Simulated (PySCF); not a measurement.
# RhO₃⁺: singlet, from a trigonal planar start

Aim: relax RhO₃⁺ as a singlet from a trigonal planar start, check by its vibrations whether the end is a minimum, and collect its spectrum and constants.

Computed with PySCF 2.14.0. Level: B3LYP, basis Rh def2-SVP with ECP28, O def2-SVP, scalar-relativistic core potentials, no spin–orbit coupling, density fitting.

**1. Starting geometry**

4 atoms, charge 1, spin multiplicity 1.

Bond lengths: Rh1–O2 1.637 Å, Rh1–O3 1.637 Å, Rh1–O4 1.637 Å. Angles: O2–Rh1–O3 120.0°, O2–Rh1–O4 120.0°, O3–Rh1–O4 120.0°.

Coordinates in bohr (charge 1 multiplicity 1):
```
Rh    0.0000    0.0000    0.0000
O     3.0927    0.0000    0.0000
O    -1.5464    2.6783    0.0000
O    -1.5463   -2.6784    0.0000
```

**2. Relaxation: trigonal planar start, singlet**

One driver script runs all steps and calls PySCF; scf.py shows how it sets up the SCF of each step. The optimiser is the driver's own. Before each start the driver seeks the lowest SCF state from one or more starting densities and follows internal instabilities, so scf.py alone need not reach the same state.

The program finds D3h symmetry in the start, which this walk keeps. Threshold on the gradient: 0.0003 Eh/bohr, with a further test on the energy change.

Input file scf.py:

```python
from pyscf import gto, scf, dft
mol = gto.M(atom='''
Rh     0.000000    -0.000000     0.000000
O      1.636579     0.000019    -0.000000
O     -0.818305     1.417309     0.000000
O     -0.818273    -1.417328    -0.000000''',
    basis={'Rh': 'def2-SVP', 'O': 'def2-SVP'},
    ecp={'Rh': 'def2-SVP'},
    charge=1, spin=0)
mf = dft.RKS(mol, xc='B3LYP')
mf.grids.atom_grid = (50, 194)
aux = {'Rh': 'def2-universal-JKFIT', 'O': 'def2-universal-JKFIT'}
mf = mf.density_fit(auxbasis=aux)
mf.kernel()
```

Steps of the walk:

```csv
step,energy (Eh),change (kJ/mol),largest symmetric gradient (Eh/bohr)
0,-335.482291,0.00,0.04142
1,-335.485906,-9.49,0.01370
2,-335.486449,-10.92,0.00156
3,-335.486454,-10.93,0.00007
```

The walk needed 3.4 s of wall time on 4 threads, shared host.

Geometry (Å) and forces (eV/Å) at some steps:

```
step 0
Rh   0.000   0.000   0.000   0.012   0.000   0.000
O    1.637   0.000   0.000   2.130   0.000   0.000
O   -0.818   1.417   0.000  -1.071   1.841   0.000
O   -0.818  -1.417   0.000  -1.071  -1.841   0.000
step 1
Rh   0.000   0.000   0.000   0.015   0.000   0.000
O    1.687   0.000   0.000  -0.705   0.000   0.000
O   -0.844   1.461   0.000   0.345  -0.614   0.000
O   -0.844  -1.461   0.000   0.345   0.614   0.000
step 2
Rh   0.000   0.000   0.000   0.015   0.000   0.000
O    1.675   0.000   0.000  -0.081   0.000   0.000
O   -0.837   1.450   0.000   0.033  -0.073   0.000
O   -0.837  -1.450   0.000   0.033   0.073   0.000
step 3
Rh   0.000   0.000   0.000   0.015   0.000   0.000
O    1.673   0.000   0.000   0.003   0.000   0.000
O   -0.837   1.449   0.000  -0.009  -0.001   0.000
O   -0.837  -1.449   0.000  -0.009   0.001   0.000
```

End point (D3h, 3 steps, 10.9 kJ/mol gained): Rh–O 1.673 Å (×3); O–Rh–O 120.0° (×3).

**3. Vibrations and properties at this point**

On the finer grid the gradient is checked again; gradients at displacements of ±0.01 bohr then give force constants and infrared intensities.

scf.py, as its differences from that of step 2:

```diff
@@ -3,4 +3,4 @@
-Rh     0.000000    -0.000000     0.000000
-O      1.636579     0.000019    -0.000000
-O     -0.818305     1.417309     0.000000
-O     -0.818273    -1.417328    -0.000000''',
+Rh    -0.000000    -0.000000     0.000000
+O      1.673107     0.000019     0.000000
+O     -0.836570     1.448944    -0.000000
+O     -0.836537    -1.448963    -0.000000''',
@@ -11 +11 @@
-mf.grids.atom_grid = (50, 194)
+mf.grids.atom_grid = (75, 302)
```

The driver hands on the density of the step before, so the log starts near convergence.

SCF at the final geometry:

```text
init E= -335.486425828852
  HOMO = -0.62957233856055  LUMO = -0.51801510486417  gap/eV = 3.03563
cycle= 1 E= -335.486425828821  delta_E= 3.06e-11  |g|= 1.21e-05  |ddm|= 8.55e-06
  HOMO = -0.629573270117753  LUMO = -0.518016483733994  gap/eV = 3.03561
cycle= 2 E= -335.486425827792  delta_E= 1.03e-09  |g|= 7.3e-05  |ddm|= 5.15e-05
  HOMO = -0.629572637539777  LUMO = -0.518015221749014  gap/eV = 3.03563
cycle= 3 E= -335.486425828844  delta_E= -1.05e-09  |g|= 6.5e-06  |ddm|= 4.51e-05
  HOMO = -0.629572480255909  LUMO = -0.518015151634563  gap/eV = 3.03563
cycle= 4 E= -335.486425828852  delta_E= -8.41e-12  |g|= 6.79e-08  |ddm|= 3.85e-06
  HOMO = -0.629572501864569  LUMO = -0.518015172272677  gap/eV = 3.03563
Extra cycle  E= -335.486425828853  delta_E= -6.82e-13  |g|= 1.8e-07  |ddm|= 1.87e-07
converged SCF energy = -335.486425828853
```

The whole step took 8.9 s.

Geometry: D3h; Rh–O 1.673 Å (×3); O–Rh–O 120.0° (×3).

Harmonic modes (main isotopes):

| symmetry | ω (cm⁻¹) | IR (km/mol) |
| --- | --- | --- |
| a2'' | 97 | 8.3 |
| e' | 275 | 2.4 |
| e' | 911 | 62.5 |
| a1' | 940 | 0.0 |

Every mode is real; the point is a minimum.

Constants and moments:

| Quantity | Value |
| --- | --- |
| Dipole moment about the centre of mass | 0.00 D |
| Highest occupied level | -17.13 eV |
| Lowest empty level | -14.10 eV |
| Rotational constants | 0.251, 0.251, 0.1255 cm⁻¹ |
| Zero-point energy | 20.4 kJ/mol |
| Principal polarisabilities | 18.7, 40.7, 40.7 bohr³ |
| Principal traceless quadrupole moments about the centre of mass | -0.11, -0.11, 0.23 D Å |
| Entropy at 298.15 K and 1 bar | 289.8 J/(mol K) |
| Heat capacity Cp at 298.15 K | 61.7 J/(mol K) |
| Enthalpy at 298.15 K above 0 K | 14.63 kJ/mol |
| Rotational symmetry number | 6 |

Populations by atom (charges in e):

```
  atom  Mulliken  Löwdin  polar tensor  Mayer order to Rh1
   Rh1      1.21    0.46          1.46                   –
O2,3,4     -0.07    0.18         -0.15                1.77
```

Outer orbital energies (eV). occupied: -21.69, -21.69, -21.64, -18.46, -18.46, -18.26, -18.02, -17.13; empty: -14.10, -14.10, -11.55, -11.55.

Mulliken populations on Rh1 (outside its core potential): s 2.37, p 6.43, d 6.95, f 0.04.

**4. Stability of the closed shell**

At the lowest minimum the closed shell is tested against spin polarisation, on the (50, 194) grid. It is unstable: an open-shell solution lies lower. That solution was not followed to a minimum here.

**5. Outcome**

| quantity | value |
| --- | --- |
| minimum | singlet, D3h (closed shell, unstable towards spin polarisation) |
| geometry | Rh–O 1.673 Å (×3); O–Rh–O 120.0° (×3) |
| wavenumbers (cm⁻¹) | 97 (a2''), 275 (e'), 911 (e'), 940 (a1') |
| dipole moment (centre of mass) | 0.00 D |
| highest occupied, lowest empty level | -17.13, -14.10 eV |
| polar-tensor charge of Rh1 | +1.46 e |
| zero-point energy | 20.4 kJ/mol |

**Reading.** The molecule stays D3h, as typed, and the end point is a minimum. In the infrared the band at 911 cm⁻¹ (e', stretch) leads. Only this shape and spin were tried, so other structures or states may lie lower. Spin polarisation would lower this closed shell, so its numbers describe a constrained state.

The search up to here took 16 s.
